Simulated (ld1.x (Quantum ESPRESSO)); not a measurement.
# Fluorine: generating and testing an RRKJ potential

Task: generate the file, and judge it by its errors in other configurations, its logarithmic derivatives, its ghosts and its cutoff.

Method: ld1.x (Quantum ESPRESSO) 7.5, PBE, scalar-relativistic.

## (1) The atom and the settings

The settings as typed:

- element: fluorine (F, Z = 9)
- type: norm-conserving RRKJ (Kleinman–Bylander form)
- frozen core: [He]
- valence charge: 7
- reference configuration: 2s2 2p5
- partial waves: 2s (bound): rc 0.80 bohr; 2p (bound): rc 0.85 bohr; 3d channel at 0.4 Ry: rc 0.70 bohr
- local potential: all-electron potential smoothed inside 0.55 bohr (lloc = -1)
- core correction: not asked for

The outer shells as boxes (Hund's rule for the drawing; the calculation is spin-unpolarised):

```
[He] core
2s [↑↓]
2p [↑↓][↑↓][↑ ]
```

An earlier all-electron run gives the scale for the radii.

All-electron outer shells of the reference configuration (PBE, scalar-relativistic, ld1.x):

| shell | level (eV) | outermost node (bohr) | outermost maximum (bohr) |
| --- | --- | --- | --- |
| 1s | -663.37 | – | 0.11 |
| 2s | -29.90 | 0.24 | 0.76 |
| 2p | -11.11 | – | 0.71 |

## (2) Generating the potential

Input file F.in:

```
 &input
   title='F', zed=9., rel=1, dft='PBE', iswitch=3,
   config='[He] 2s2 2p5 3d-2',
   nld=3, rlderiv=0.95, eminld=-4.0, emaxld=5.0, deld=0.02
 /
 &inputp
   pseudotype=2, tm=.false., rho0=0.02, lloc=-1, rcloc=0.55,
   nlcc=.false.,
   file_pseudopw='F.UPF', file_wfcaegen='ae.wfc', file_wfcncgen='nc.wfc', file_beta='beta', file_chi='chi'
 /
3
2S  1  0   2.00   0.00  0.80  0.80  0.0
2P  2  1   5.00   0.00  0.85  0.85  0.0
3D  3  2  -2.00   0.40  0.70  0.70  0.0
 &test
   configts(1)='2s2 2p5'
 /
```

Command:

```console
$ ld1.x < F.in > F.out
```

The output, F.out (without the banner and most projector matrices):

```text
     Program LD1 v.7.5
     --------------------------- All-electron run ----------------------------

     F
     scalar relativistic calculation

     atomic number is  9.00
     dft =PBE   lsd =0 sic =0 latt =0  beta=0.20 tr2=1.0E-14
     Exchange-correlation= PBE
                           (   1   4   3   4   0   0   0)
     mesh =1105 r(mesh) =  99.76081 a.u. xmin = -7.00 dx = 0.01250
     1 Ry =  13.60569312 eV, c = 137.03599908

     n l     nl                  e(Ry)          e(Ha)          e(eV)
     1 0     1S 1( 2.00)       -48.7570       -24.3785      -663.3734
     2 0     2S 1( 2.00)        -2.1976        -1.0988       -29.8996
     2 1     2P 1( 5.00)        -0.8167        -0.4083       -11.1117

     final scf error:  6.3E-15 reached in  26 iterations

     Etot =    -199.489330 Ry,     -99.744665 Ha,   -2714.190600 eV

     Ekin =     199.322998 Ry,      99.661499 Ha,    2711.927538 eV
     Encl =    -477.724055 Ry,    -238.862027 Ha,   -6499.766885 eV
     Eh   =      99.339620 Ry,      49.669810 Ha,    1351.584389 eV
     Exc  =     -20.427893 Ry,     -10.213946 Ha,    -277.935642 eV

     normalization and overlap integrals

     s(1S/1S) =  1.000000  <r> =   0.1763  <r2> =    0.0420  r(max) =   0.1139
     s(2S/2S) =  1.000000  <r> =   1.0034  <r2> =    1.2282  r(max) =   0.7617
     s(2P/2P) =  1.000000  <r> =   1.1050  <r2> =    1.6384  r(max) =   0.7066

     ------------------------ End of All-electron run ------------------------

     --------------------- Generating NC pseudopotential ---------------------

      Generating local potential from pseudized AE potential:
      Matching radius rcloc =   0.5500

      Local pseudo, rcloc= 0.550 Estimated cut-off energy=    78.48 Ry

      Wfc   2S  rcut= 0.801  Estimated cut-off energy=       69.99 Ry
      Using 4 Bessel functions for this wfc, rho(0) = 0.020
      This function has    0 nodes for 0 < r <    0.801

      Wfc   2P  rcut= 0.842  Estimated cut-off energy=      246.41 Ry
      This function has    0 nodes for 0 < r <    0.842

      Wfc   3D  rcut= 0.707  Estimated cut-off energy=      442.04 Ry
      This function has    0 nodes for 0 < r <    0.707

     ------------------- End of pseudopotential generation -------------------

     [... the all-electron block is printed once more ...]


     Computing logarithmic derivative in   0.94795
     Message from routine run_pseudo:
     Warning: convergence not achieved
     Computing logarithmic derivative in   0.94795
     Computing the partial wave expansion
     R is outside the sphere for l=    0 j= 0.00
     R is outside the sphere for l=    1 j= 0.00
     R is outside the sphere for l=    2 j= 0.00

     ---------------------- Testing the pseudopotential ----------------------

     F
     scalar relativistic calculation

     atomic number is  9.00   valence charge is  7.00
     dft =PBE   lsd =0 sic =0 latt =0  beta=0.20 tr2=1.0E-14
     mesh =1105 r(mesh) =  99.76081 xmin = -7.00 dx = 0.01250

     n l     nl             e AE (Ry)        e PS (Ry)    De AE-PS (Ry)
     1 0     2S   1( 2.00)       -2.19758       -2.19763        0.00005
     2 1     2P   1( 5.00)       -0.81670       -0.81672        0.00002

     eps = 1.0E-13  iter =201

     Etot =    -199.489330 Ry,     -99.744665 Ha,   -2714.190600 eV
     Etotps =   -48.144578 Ry,     -24.072289 Ha,    -655.040357 eV

     Ekin =      36.616213 Ry,      18.308107 Ha,     498.188964 eV
     Encl =    -118.584440 Ry,     -59.292220 Ha,   -1613.423495 eV
     Ehrt =      42.328834 Ry,      21.164417 Ha,     575.913123 eV
     Ecxc =      -8.997903 Ry,      -4.498951 Ha,    -122.422702 eV
     Epseu=       0.492717 Ry,       0.246358 Ha,       6.703753 eV

     ---------------------- End of pseudopotential test ----------------------
```

Wall time 2.3 s (1 thread of Neoverse-V1, shared host). (Generation and the later configuration tests together.)

Partial waves on a coarse radial grid (AE all-electron, PS pseudo):

| r (bohr) | 2s AE | 2s PS | 2p AE | 2p PS |
| --- | --- | --- | --- | --- |
| 0.042 | -0.3475 | 0.0160 | 0.0313 | 0.0156 |
| 0.085 | -0.4513 | 0.0393 | 0.1067 | 0.0622 |
| 0.128 | -0.4073 | 0.0754 | 0.2027 | 0.1356 |
| 0.170 | -0.2862 | 0.1267 | 0.3030 | 0.2268 |
| 0.212 | -0.1277 | 0.1949 | 0.4014 | 0.3298 |
| 0.255 | 0.0473 | 0.2806 | 0.4954 | 0.4392 |
| 0.298 | 0.2195 | 0.3785 | 0.5800 | 0.5451 |
| 0.340 | 0.3758 | 0.4806 | 0.6523 | 0.6391 |
| 0.382 | 0.5158 | 0.5833 | 0.7145 | 0.7197 |
| 0.425 | 0.6403 | 0.6834 | 0.7679 | 0.7861 |
| 0.467 | 0.7428 | 0.7714 | 0.8104 | 0.8352 |
| 0.510 | 0.8288 | 0.8485 | 0.8447 | 0.8705 |
| 0.552 | 0.8954 | 0.9093 | 0.8699 | 0.8927 |
| 0.595 | 0.9473 | 0.9567 | 0.8881 | 0.9056 |
| 0.638 | 0.9845 | 0.9902 | 0.8996 | 0.9112 |
| 0.680 | 1.0084 | 1.0113 | 0.9051 | 0.9116 |
| 0.722 | 1.0216 | 1.0226 | 0.9057 | 0.9086 |
| 0.765 | 1.0257 | 1.0258 | 0.9021 | 0.9029 |
| 0.807 | 1.0219 | 1.0219 | 0.8950 | 0.8951 |
| 0.850 | 1.0115 | 1.0115 | 0.8847 | 0.8847 |
| 0.892 | 0.9959 | 0.9959 | 0.8722 | 0.8722 |
| 0.935 | 0.9756 | 0.9756 | 0.8573 | 0.8573 |
| 0.977 | 0.9523 | 0.9523 | 0.8411 | 0.8411 |
| 1.020 | 0.9257 | 0.9257 | 0.8232 | 0.8232 |
| 1.062 | 0.8977 | 0.8977 | 0.8048 | 0.8048 |
| 1.105 | 0.8675 | 0.8675 | 0.7852 | 0.7852 |

## (3) Testing the new file in other configurations

Input file F.test.in:

```
 &input
   title='F', zed=9., rel=1, dft='PBE', iswitch=2,
   config='[He] 2s2 2p5 3d-2'
 /
 &test
   file_pseudo='F.UPF', nconf=8,
   configts(1)='2s2 2p5',
   configts(2)='2s2 2p4',
   configts(3)='2s2 2p3',
   configts(4)='2s2 2p2',
   configts(5)='2s1 2p6',
   configts(6)='2s2 2p5.3',
   configts(7)='2s2 2p1',
   configts(8)='2s2 2p4.5'
 /
```

Command:

```console
$ ld1.x < F.test.in > F.test.out
```

F.test.out, the pseudopotential blocks, each with the warnings that came before it:

```text
     ---------------------- Testing the pseudopotential ----------------------

     F
     scalar relativistic calculation

     atomic number is  9.00   valence charge is  7.00
     dft =PBE   lsd =0 sic =0 latt =0  beta=0.20 tr2=1.0E-14
     mesh =1105 r(mesh) =  99.76081 xmin = -7.00 dx = 0.01250

     n l     nl             e AE (Ry)        e PS (Ry)    De AE-PS (Ry)
     1 0     2S   1( 2.00)       -2.19758       -2.19763        0.00005
     2 1     2P   1( 5.00)       -0.81670       -0.81672        0.00002

     eps = 8.1E-15  iter =103

     Etot =    -199.489330 Ry,     -99.744665 Ha,   -2714.190600 eV
     Etotps =   -48.144578 Ry,     -24.072289 Ha,    -655.040357 eV

     Ekin =      36.616213 Ry,      18.308107 Ha,     498.188964 eV
     Encl =    -118.584440 Ry,     -59.292220 Ha,   -1613.423495 eV
     Ehrt =      42.328834 Ry,      21.164417 Ha,     575.913123 eV
     Ecxc =      -8.997903 Ry,      -4.498951 Ha,    -122.422702 eV
     Epseu=       0.492717 Ry,       0.246358 Ha,       6.703753 eV

     ---------------------- End of pseudopotential test ----------------------

     ---------------------- Testing the pseudopotential ----------------------

     F
     scalar relativistic calculation

     atomic number is  9.00   valence charge is  7.00
     dft =PBE   lsd =0 sic =0 latt =0  beta=0.20 tr2=1.0E-14
     mesh =1105 r(mesh) =  99.76081 xmin = -7.00 dx = 0.01250

     n l     nl             e AE (Ry)        e PS (Ry)    De AE-PS (Ry)
     1 0     2S   1( 2.00)       -3.48292       -3.48327        0.00035
     2 1     2P   1( 4.00)       -2.08065       -2.08033       -0.00032

     eps = 8.6E-15  iter =113

     Etot =    -198.064175 Ry,     -99.032088 Ha,   -2694.800384 eV
     Etotps =   -46.719409 Ry,     -23.359705 Ha,    -635.649944 eV
     dEtot_ae =       1.425155 Ry
     dEtot_ps =       1.425169 Ry,   Delta E=      -0.000015 Ry

     Ekin =      34.358833 Ry,      17.179416 Ha,     467.475733 eV
     Encl =    -107.821287 Ry,     -53.910644 Ha,   -1466.983349 eV
     Ehrt =      33.781851 Ry,      16.890925 Ha,     459.625495 eV
     Ecxc =      -7.973418 Ry,      -3.986709 Ha,    -108.483873 eV
     Epseu=       0.934612 Ry,       0.467306 Ha,      12.716049 eV

     ---------------------- End of pseudopotential test ----------------------

     ---------------------- Testing the pseudopotential ----------------------

     F
     scalar relativistic calculation

     atomic number is  9.00   valence charge is  7.00
     dft =PBE   lsd =0 sic =0 latt =0  beta=0.20 tr2=1.0E-14
     mesh =1105 r(mesh) =  99.76081 xmin = -7.00 dx = 0.01250

     n l     nl             e AE (Ry)        e PS (Ry)    De AE-PS (Ry)
     1 0     2S   1( 2.00)       -4.99731       -4.99711       -0.00020
     2 1     2P   1( 3.00)       -3.60167       -3.59886       -0.00282

     eps = 8.1E-15  iter = 40

     Etot =    -195.242940 Ry,     -97.621470 Ha,   -2656.415526 eV
     Etotps =   -43.899312 Ry,     -21.949656 Ha,    -597.280565 eV
     dEtot_ae =       4.246390 Ry
     dEtot_ps =       4.245266 Ry,   Delta E=       0.001123 Ry

     Ekin =      30.424694 Ry,      15.212347 Ha,     413.949056 eV
     Encl =     -94.309059 Ry,     -47.154530 Ha,   -1283.140116 eV
     Ehrt =      25.078948 Ry,      12.539474 Ha,     341.216472 eV
     Ecxc =      -6.722594 Ry,      -3.361297 Ha,     -91.465554 eV
     Epseu=       1.628699 Ry,       0.814349 Ha,      22.159577 eV

     ---------------------- End of pseudopotential test ----------------------

     ---------------------- Testing the pseudopotential ----------------------

     F
     scalar relativistic calculation

     atomic number is  9.00   valence charge is  7.00
     dft =PBE   lsd =0 sic =0 latt =0  beta=0.20 tr2=1.0E-14
     mesh =1105 r(mesh) =  99.76081 xmin = -7.00 dx = 0.01250

     n l     nl             e AE (Ry)        e PS (Ry)    De AE-PS (Ry)
     1 0     2S   1( 2.00)       -6.70364       -6.69991       -0.00373
     2 1     2P   1( 2.00)       -5.34782       -5.33618       -0.01164  !

     eps = 9.6E-15  iter = 25

     Etot =    -190.786158 Ry,     -95.393079 Ha,   -2595.777923 eV
     Etotps =   -39.448790 Ry,     -19.724395 Ha,    -536.728131 eV
     dEtot_ae =       8.703171 Ry
     dEtot_ps =       8.695788 Ry,   Delta E=       0.007383 Ry

     Ekin =      24.661891 Ry,      12.330946 Ha,     335.542123 eV
     Encl =     -78.310449 Ry,     -39.155224 Ha,   -1065.467934 eV
     Ehrt =      16.922457 Ry,       8.461228 Ha,     230.241755 eV
     Ecxc =      -5.313711 Ry,      -2.656856 Ha,     -72.296727 eV
     Epseu=       2.591022 Ry,       1.295511 Ha,      35.252653 eV

     ---------------------- End of pseudopotential test ----------------------

     Warning: convergence not achieved
     ---------------------- Testing the pseudopotential ----------------------

     F
     scalar relativistic calculation

     atomic number is  9.00   valence charge is  7.00
     dft =PBE   lsd =0 sic =0 latt =0  beta=0.20 tr2=1.0E-14
     mesh =1105 r(mesh) =  99.76081 xmin = -7.00 dx = 0.01250

     n l     nl             e AE (Ry)        e PS (Ry)    De AE-PS (Ry)
     1 0     2S   1( 1.00)       -2.23280       -2.23180       -0.00100
     2 1     2P   1( 6.00)       -0.84819       -0.84842        0.00023

     eps = 1.4E-12  iter =201

     Etot =    -198.106554 Ry,     -99.053277 Ha,   -2695.376983 eV
     Etotps =   -46.762423 Ry,     -23.381211 Ha,    -636.235173 eV
     dEtot_ae =       1.382775 Ry
     dEtot_ps =       1.382156 Ry,   Delta E=       0.000620 Ry

     Ekin =      40.761222 Ry,      20.380611 Ha,     554.584684 eV
     Encl =    -119.014578 Ry,     -59.507289 Ha,   -1619.275822 eV
     Ehrt =      42.087783 Ry,      21.043891 Ha,     572.633454 eV
     Ecxc =      -8.945862 Ry,      -4.472931 Ha,    -121.714658 eV
     Epseu=      -1.650988 Ry,      -0.825494 Ha,     -22.462830 eV

     ---------------------- End of pseudopotential test ----------------------

     Warning: convergence not achieved
     ---------------------- Testing the pseudopotential ----------------------

     F
     scalar relativistic calculation

     atomic number is  9.00   valence charge is  7.00
     dft =PBE   lsd =0 sic =0 latt =0  beta=0.20 tr2=1.0E-14
     mesh =1105 r(mesh) =  99.76081 xmin = -7.00 dx = 0.01250

     n l     nl             e AE (Ry)        e PS (Ry)    De AE-PS (Ry)
     1 0     2S   1( 2.00)       -1.86725       -1.86721       -0.00005
     2 1     2P   1( 5.30)       -0.49676       -0.49677        0.00001

     eps = 3.1E-13  iter =201

     Etot =    -199.685554 Ry,     -99.842777 Ha,   -2716.860368 eV
     Etotps =   -48.340825 Ry,     -24.170412 Ha,    -657.710425 eV
     dEtot_ae =      -0.196224 Ry
     dEtot_ps =      -0.196246 Ry,   Delta E=       0.000022 Ry

     Ekin =      36.991153 Ry,      18.495577 Ha,     503.290280 eV
     Encl =    -121.205953 Ry,     -60.602976 Ha,   -1649.090999 eV
     Ehrt =      44.712826 Ry,      22.356413 Ha,     608.348992 eV
     Ecxc =      -9.247270 Ry,      -4.623635 Ha,    -125.815522 eV
     Epseu=       0.408419 Ry,       0.204210 Ha,       5.556824 eV

     ---------------------- End of pseudopotential test ----------------------

     ---------------------- Testing the pseudopotential ----------------------

     F
     scalar relativistic calculation

     atomic number is  9.00   valence charge is  7.00
     dft =PBE   lsd =0 sic =0 latt =0  beta=0.20 tr2=1.0E-14
     mesh =1105 r(mesh) =  99.76081 xmin = -7.00 dx = 0.01250

     n l     nl             e AE (Ry)        e PS (Ry)    De AE-PS (Ry)
     1 0     2S   1( 2.00)       -8.57765       -8.56286       -0.01479  !
     2 1     2P   1( 1.00)       -7.29740       -7.26110       -0.03630  !

     eps = 3.9E-15  iter = 19

     Etot =    -184.479831 Ry,     -92.239915 Ha,   -2509.975963 eV
     Etotps =   -33.164225 Ry,     -16.582113 Ha,    -451.222274 eV
     dEtot_ae =      15.009499 Ry
     dEtot_ps =      14.980353 Ry,   Delta E=       0.029146 Ry

     Ekin =      16.960078 Ry,       8.480039 Ha,     230.753620 eV
     Encl =     -60.017216 Ry,     -30.008608 Ha,    -816.575822 eV
     Ehrt =       9.875740 Ry,       4.937870 Ha,     134.366286 eV
     Ecxc =      -3.814063 Ry,      -1.907032 Ha,     -51.892973 eV
     Epseu=       3.831235 Ry,       1.915618 Ha,      52.126614 eV

     ---------------------- End of pseudopotential test ----------------------

     Warning: convergence not achieved
     ---------------------- Testing the pseudopotential ----------------------

     F
     scalar relativistic calculation

     atomic number is  9.00   valence charge is  7.00
     dft =PBE   lsd =0 sic =0 latt =0  beta=0.20 tr2=1.0E-14
     mesh =1105 r(mesh) =  99.76081 xmin = -7.00 dx = 0.01250

     n l     nl             e AE (Ry)        e PS (Ry)    De AE-PS (Ry)
     1 0     2S   1( 2.00)       -2.80814       -2.80836        0.00022
     2 1     2P   1( 4.50)       -1.41356       -1.41353       -0.00003

     eps = 8.1E-14  iter =201

     Etot =    -198.934914 Ry,     -99.467457 Ha,   -2706.647396 eV
     Etotps =   -47.590123 Ry,     -23.795061 Ha,    -647.496604 eV
     dEtot_ae =       0.554415 Ry
     dEtot_ps =       0.554456 Ry,   Delta E=      -0.000040 Ry

     Ekin =      35.686843 Ry,      17.843421 Ha,     485.544233 eV
     Encl =    -113.570071 Ry,     -56.785035 Ha,   -1545.199527 eV
     Ehrt =      38.129268 Ry,      19.064634 Ha,     518.775121 eV
     Ecxc =      -8.518976 Ry,      -4.259488 Ha,    -115.906573 eV
     Epseu=       0.682813 Ry,       0.341406 Ha,       9.290142 eV

     ---------------------- End of pseudopotential test ----------------------
```

Excitation and ionisation energies from 2s2 2p5, with the error of the potential. A star marks tests that logged a warning.

| valence configuration | charge | ΔE all-electron (eV) | error AE − PS (meV) |
| --- | --- | --- | --- |
| 2s2 2p4 | +1 | 19.390 | -0.2 |
| 2s2 2p3 | +2 | 57.775 | +15 |
| 2s2 2p2 | +3 | 118.413 | +100 |
| 2s1 2p6 * | 0 | 18.814 | +8.4 |
| 2s2 2p5.3 * | -0.3 | -2.670 | +0.3 |
| 2s2 2p1 | +4 | 204.215 | +397 |
| 2s2 2p4.5 * | +0.5 | 7.543 | -0.5 |

## (4) Scattering by logarithmic derivatives

Taken from the files of the generation run. The phase is arctan(r·u′/u) with u = r·R, unwrapped, with energies in Ry. A pole is an energy at which the radial function vanishes at the test radius. The pseudo phase is shifted by a multiple of π to meet the all-electron one at the reference energy. Levels narrower than the energy grid can be missing from the poles. The last column is the largest difference on the grid between −1 and +1 Ry.

| channel | radius (bohr) | reference (Ry) | poles AE | poles PS | window around the reference with phases within 0.05 rad (Ry) | largest difference near zero (rad) |
| --- | --- | --- | --- | --- | --- | --- |
| s | 0.95 | -2.20 | none | none | the whole range | 0.001 |
| p | 0.95 | -0.82 | none | none | the whole range | 0.001 |
| d | 0.95 | 0.40 | none | none | the whole range | 0.000 |

Phases (rad) along the scan:

| E (Ry) | s AE | s PS | d AE | d PS |
| --- | --- | --- | --- | --- |
| -4.00 | 0.284 | 0.283 | 1.222 | 1.222 |
| -3.52 | 0.097 | 0.097 | 1.213 | 1.213 |
| -3.04 | -0.110 | -0.111 | 1.204 | 1.204 |
| -2.56 | -0.324 | -0.324 | 1.195 | 1.195 |
| -2.08 | -0.525 | -0.525 | 1.185 | 1.185 |
| -1.60 | -0.702 | -0.702 | 1.173 | 1.173 |
| -1.12 | -0.850 | -0.851 | 1.162 | 1.162 |
| -0.64 | -0.972 | -0.972 | 1.149 | 1.149 |
| -0.16 | -1.070 | -1.071 | 1.135 | 1.135 |
| 0.32 | -1.150 | -1.151 | 1.120 | 1.120 |
| 0.80 | -1.216 | -1.218 | 1.103 | 1.103 |
| 1.28 | -1.271 | -1.273 | 1.085 | 1.085 |
| 1.76 | -1.318 | -1.320 | 1.066 | 1.066 |
| 2.24 | -1.357 | -1.360 | 1.044 | 1.044 |
| 2.72 | -1.392 | -1.394 | 1.019 | 1.019 |
| 3.20 | -1.422 | -1.425 | 0.992 | 0.992 |
| 3.68 | -1.449 | -1.452 | 0.962 | 0.962 |
| 4.16 | -1.472 | -1.476 | 0.927 | 0.927 |
| 4.64 | -1.494 | -1.497 | 0.888 | 0.888 |

## (5) Cutoff and ghost test in a Bessel basis

A separate test, outside the generator: the pseudo-atom's Hamiltonian at the reference potential is diagonalised in spherical Bessel functions j_l(qr) that vanish at 20 bohr, with q² up to the cutoff.

All-electron valence levels (Ry): 2s -2.1976, 2p -0.8167. The lowest levels of each channel (Ry) by cutoff; the last column sums, over occupied levels, occupation times the distance from the level at 400 Ry. A positive value at high cutoff is not a bound level.

| cutoff (Ry) | s #1 | p #1 | d #1 | f #1 | Σ f·Δε (mRy) |
| --- | --- | --- | --- | --- | --- |
| 8 | -1.7270 | -0.0086 | 0.0806 | 0.1213 | 4982.9 |
| 21 | -1.7814 | -0.1965 | 0.0806 | 0.1213 | 3934.9 |
| 45 | -1.9568 | -0.5241 | 0.0806 | 0.1213 | 1946.0 |
| 80 | -2.1248 | -0.7447 | 0.0806 | 0.1213 | 506.6 |
| 140 | -2.1933 | -0.8147 | 0.0806 | 0.1213 | 20.0 |
| 160 | -2.1963 | -0.8166 | 0.0806 | 0.1213 | 4.5 |
| 200 | -2.1977 | -0.8169 | 0.0806 | 0.1213 | 0.2 |
| 260 | -2.1978 | -0.8169 | 0.0806 | 0.1213 | 0.0 |
| 400 | -2.1978 | -0.8169 | 0.0806 | 0.1213 | 0.0 |

The sum stays within 10 mRy from 160 Ry and within 1 mRy from 200 Ry. The sum leaves out empty levels, which can need more. Ghost test: no level below the all-electron spectrum of its channel (s, p, d, f tested).

## (6) Results

| quantity | value |
| --- | --- |
| cutoffs for 10 and 1 mRy, occupied levels | 160 Ry and 200 Ry |
| bound ghosts | none found |
| largest test error (AE − PS) | +397 meV, for 2s2 2p1 |
| largest phase difference near zero energy, channels read | 0.001 rad |

In words: The worst unpolarised test, 2s2 2p1, is off by 397 meV on 204.2 eV; by total energies transferability rates as fair for so large an energy. That test lies far up in energy; among those under 40 eV, nearer to bonding, the largest error is 8.4 meV. By its cutoff, 160 Ry for the looser tolerance, it is very hard. The Bessel-basis test finds no level below the valence levels. Near zero energy the phases of the channels with partial waves agree within 0.001 rad.
